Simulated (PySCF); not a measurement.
# C2H7NSi: the cost of one run

Computed with PySCF 2.14.0, with density-fitted response routines of our own, on a single molecule in the gas phase. Atoms count from 0, in the outputs and in this text.

**1. The molecule as given**

11 atoms, charge 0, multiplicity 1; geometry from: GFN2-xTB. The atoms were then displaced at random by about 0.01 Å, so the start is not that level's minimum.

Bonds of the start (Å): C0–N1 1.27, N1–Si2 1.74, Si2–C3 1.86, C0–H4 1.09, C0–H5 1.06, Si2–H6 1.45, Si2–H7 1.47, C3–H8 1.11, C3–H9 1.12, C3–H10 1.08.

**2. Optimising the geometry at PBE0-D3(BJ)/def2-SVP**

What the job is given:

```
{"job": {"xc": "PBE0", "basis": "def2-SVP", "d3": "d3bj", "grid": 1, "shake": 0.01, "kind": "geom"}, "charge": 0, "multiplicity": 1}
C      2.207180     0.236150     0.295120
N      1.098310     0.362680    -0.317660
Si    -0.309950    -0.632720    -0.513890
C     -1.682300     0.408760     0.187740
H      2.906450     1.067430     0.230490
H      2.485890    -0.599480     0.886120
H     -0.364890    -0.782750    -1.957730
H     -0.253450    -1.943860     0.143410
H     -1.637950     0.538880     1.286440
H     -2.670860    -0.072540    -0.007010
H     -1.740300     1.391630    -0.248700
```

On the command line:

```bash
> OMP_NUM_THREADS=1 python probes_run.py task.json out
```

The driver reads the jobs from task.json and runs them one after another.

Q: Estimate the wall time and peak memory of this first job on 1 thread of Arm Neoverse N1, shared host.

About 37 s, with a peak of 0.39 GiB.
